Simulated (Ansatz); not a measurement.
What does this script print? It uses Ansatz 0.2.0, Python API.

`freq_ch5nssi.py`:
```python
"""Vibrations and zero-point energy of CH5NSSi."""

import warnings

import ansatz
from ase import Atoms
import numpy as np

warnings.simplefilter("ignore", ansatz.DeckWarning)

atoms = Atoms(["S", "C", "N", "Si", "H", "H", "H", "H", "H"], positions=[
    [-0.9695, 0.4821, -1.5786],
    [-0.4305, 0.5807, 0.0221],
    [0.9058, 0.1638, 0.1665],
    [0.0073, -0.9895, 0.9029],
    [-0.5041, 1.6865, -2.0302],
    [-0.7696, 1.413, 0.6479],
    [1.3137, -0.2228, -0.6907],
    [0.279, -2.2231, 0.1488],
    [0.2564, -0.937, 2.3942],
])
molecule = ansatz.Crystal.molecule_from_ase(atoms)

calc = (
    molecule.calculation()
    .basis(gaussian="def2-SVP")
    .functional("hf")
)
symbols = [site.symbol for site in molecule.cartesian_sites]
start = np.array([site.position_ang for site in molecule.cartesian_sites], dtype=float)
rep = calc.relax(force_tolerance=0.003, max_steps=100).run(threads=1, pin="off").report
end = np.array(rep["positions_ang"])

print("final positions (A) and the move of each atom")
for symbol, xyz, old in zip(symbols, end, start):
    print(f"{symbol:2s} {xyz[0]:10.5f} {xyz[1]:10.5f} {xyz[2]:10.5f}   {np.linalg.norm(xyz - old):7.4f}")

# same settings at the minimum
minimum = ansatz.Crystal.molecule()
for symbol, place in zip(symbols, end):
    minimum = minimum.atom(symbol, place.tolist())
vibrating = (
    minimum.calculation()
    .basis(gaussian="def2-SVP")
    .functional("hf")
    .phonons(temperatures=(298.15, 498.15, 100))
)
vib = vibrating.run(threads=1, pin="off").report["vibrations"]
sums = vib["harmonic_sums"]
modes = [m["omega_inv_cm"] for m in sums["modes_at_gamma"] if m["rigid_motion"] == "no"]
print("frequencies (1/cm):", " ".join(f"{w:.0f}" for w in modes))
print("imaginary modes:", sum(w < 0 for w in modes), " zero-point energy:", round(sums["zero_point_energy_ev"], 4), "eV")
print("T (K)   F_vib (eV)   S_vib (meV/K)   C_vib (meV/K)")
for row in zip(sums["temperatures_k"], sums["vibrational_free_energy_ev"], vib["entropy_ev_per_k"], vib["heat_capacity_ev_per_k"]):
    print(f"{row[0]:6.1f} {row[1]:11.4f} {1000 * row[2]:13.4f} {1000 * row[3]:15.4f}")

# all hydrogen replaced by deuterium
heavier = vibrating.phonons(masses={"H": 2.014102}).run(threads=1, pin="off").report["vibrations"]["harmonic_sums"]
print("deuterated (1/cm):", " ".join(f"{m['omega_inv_cm']:.0f}" for m in heavier["modes_at_gamma"] if m["rigid_motion"] == "no"))
print("zero-point energy falls by", round(sums["zero_point_energy_ev"] - heavier["zero_point_energy_ev"], 4), "eV")
```

Output of `python freq_ch5nssi.py`:
```text
final positions (A) and the move of each atom
S    -1.15128    0.41253   -1.56844    0.1949
C    -0.36587    0.55263    0.04817    0.0751
N     1.05761    0.21101    0.17791    0.1594
Si    0.12237   -1.01174    0.90434    0.1172
H    -0.62780    1.50942   -2.12766    0.2370
H    -0.65699    1.46234    0.56492    0.1483
H     1.67363    0.26686   -0.60815    0.6133
H    -0.14983   -2.28871    0.22725    0.4409
H     0.18666   -1.16064    2.36456    0.2361
frequencies (1/cm): 219 293 347 425 542 691 729 785 830 862 992 1048 1147 1186 1261 1376 2390 2397 2832 3290 3849
imaginary modes: 0  zero-point energy: 1.7041 eV
T (K)   F_vib (eV)   S_vib (meV/K)   C_vib (meV/K)
 298.1      1.6713        0.3261          0.5450
 398.1      1.6295        0.5126          0.7473
 498.1      1.5689        0.6980          0.9062
deuterated (1/cm): 190 226 275 341 436 552 587 647 721 757 762 786 906 992 1064 1159 1713 1732 2034 2424 2823
zero-point energy falls by 0.3944 eV
```

The frequencies are harmonic and unscaled, in a modest basis. Finished in 2.1 min on 1 thread of Arm Neoverse V2 (shared host), peak memory 0.24 GiB.
